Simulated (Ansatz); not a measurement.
From input file to script: CdO (charge +1) in Ansatz 0.2.0.

```yaml
crystal:
  periodic: [false, false, false]
  atoms:
    - { symbol: Cd, position_ang: [0.0, 0.0, 0.0] }
    - { symbol: O, position_ang: [0.0, 0.0, 2.1] }
basis:
  gaussian:
    orbitals: def2-TZVP
hamiltonian:
  xc:
    name: PBE-QIDH
magnetization:
  spin_polarized: true
  initial_magnetization: 1.0
total_charge: 1.0
output:
  orbitals: {}
```

Script `energy.py`:
```python
'''Single point of CdO(+) in a Gaussian basis.'''

from pathlib import Path
import logging
import sys

import ansatz as az
from ase import Atoms

logging.basicConfig(stream=sys.stdout, format='[%(levelname)s] %(message)s')
logger = logging.getLogger('ansatz_job')
logger.setLevel(logging.INFO)

atoms = Atoms(['Cd', 'O'], positions=[
    [0.0, 0.0, 0.0],
    [0.0, 0.0, 2.1],
])
cdo = az.Crystal.molecule_from_ase(atoms)

calculation = (
    cdo.calculation()
    .basis(gaussian='def2-TZVP')
    .functional(az.LibraryFunctional('PBE-QIDH'))
    .charge(1)
    .spin('collinear', total=1)  # spin-polarised run
    .orbitals()
)
result = calculation.run(threads=1, pin='off', runs_dir='runs')
summary = result.report

logger.info('reference energy %16.6f eV' % summary['reference_energy_ev'])
logger.info('total energy     %16.6f eV' % summary['free_energy_ev'])
print('occupied orbitals outside the frozen core (up, down):', summary['n_occupied'], ' frozen:', summary['n_frozen'], ' virtual:', summary['n_virtual'])

field = summary['mean_field']
print('<S^2> =', round(abs(field['state']['spin_squared']), 4), ' all-electron relativity setting:', field['relativity'])
print('passes:', field['passes'])
if 'symmetry' in field:
    print('occupied orbitals by irrep:', field['symmetry']['occupied'])

lines = Path(summary['orbitals_path']).read_text().splitlines()
field_of = lambda key: [line.split('=')[1].strip() for line in lines if line.startswith(key)]
orbitals = [(27.211386 * float(e), s, float(n)) for e, s, n in zip(field_of('Ene='), field_of('Spin='), field_of('Occup='))]
homo = max(e for e, _, n in orbitals if n > 0.5)
lumo = min(e for e, _, n in orbitals if n < 0.5)
logger.info(f'HOMO {homo:.3f} eV, LUMO {lumo:.3f} eV, gap {lumo - homo:.3f} eV')
```

```console
$ python energy.py
[INFO] reference energy     -6588.843136 eV
[INFO] total energy         -6595.137147 eV
occupied orbitals outside the frozen core (up, down): [13, 12]  frozen: 1  virtual: [57, 58]
<S^2> = 1.2362  all-electron relativity setting: none
passes: {'evaluations': 131, 'products': 353}
[INFO] HOMO -15.656 eV, LUMO -8.638 eV, gap 7.017 eV
```

Total energies depend on the basis set; only differences at equal settings carry meaning. The geometry is a force-field or estimated start, not a minimum of this method, and the basis set is short of its limit. def2 sets replace the cores of elements past krypton by effective core potentials. The run takes the species as open-shell (spin multiplicity 2), which needn't be its ground state. The expectation value of S² is noticeably off S(S+1) in at least one run, so that state is spin-contaminated. Levels such as HOMO and LUMO are orbital energies: with these approximate functionals they aren't the ionisation energy and electron affinity, and their gap isn't the fundamental gap. The spin state was assumed, and another may lie lower. Wall time of the script: 14 s on 1 thread of Arm Neoverse V2, on a shared host, peak memory 0.23 GiB.

(Lines on the test bed's own set-up are left out of the output.)
